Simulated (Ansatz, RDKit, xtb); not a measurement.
# Si4N2H12: ranking a sample of isomers

A sample of isomers of Si4N2H12 is drawn. Aim: find which of them has the lowest free energy at 298.15 K, then its properties. The sample is small against all isomers, and the most stable one of this formula need not be in it.

Plan: many cheap relaxations first (GFN2-xTB), then density-functional screening, relaxation at r2SCAN-D4/def2-SVP, vibrations (at GFN2-xTB) and a final energy. The numbers are computed, not measured.

## Step 1: Drawing up candidates

Isomers were taken from a list of plausible structures; this is a sample, not all of them. That gives 4 candidates.

| label | SMILES | spin |
| --- | --- | --- |
| c293 | [SiH3]N[SiH2]N([SiH3])[SiH3] | singlet |
| c302 | N[SiH2][SiH2]N([SiH3])[SiH3] | singlet |
| c410 | N[Si@H]([SiH3])[Si@@H](N)[SiH3] | singlet |
| c478 | N[Si@H]([SiH3])N([SiH3])[SiH3] | singlet |

Candidates are built by distance geometry, with a force field where one applies, in up to four conformers (letters a to d).

Q: Predict the outcome of this search (final energies at CCSD(T)/def2-SVP + MP2/def2-TZVPP - MP2/def2-SVP).

| quantity | value |
| --- | --- |
| lowest structure found | [SiH3]N[SiH2]N([SiH3])[SiH3], singlet |
| next finalist | N[SiH2][SiH2]N([SiH3])[SiH3], singlet, 21.1 kcal/mol higher in G |
| share at equilibrium, among the finalists | 100.0 % |

The search ends on `[SiH3]N[SiH2]N([SiH3])[SiH3]`. The margin of 21.1 kcal/mol over the next finalist is beyond the usual error of the last level; it says nothing of structures that weren't ranked. GFN2-xTB, HF/STO-3G, r2SCAN-D4/def2-SVP, r2SCAN-D4/def2-SVP, relaxed, HF/def2-SVP and MP2/def2-SVP already put its bonding pattern lowest among the structures in one piece. One minimum inside the window was never screened. Lowest found is not proven lowest: the search is finite, and each finalist counts with one conformer. Only 4 drawn patterns were tried, so whole families of isomers are missing, and the result ranks this sample alone.
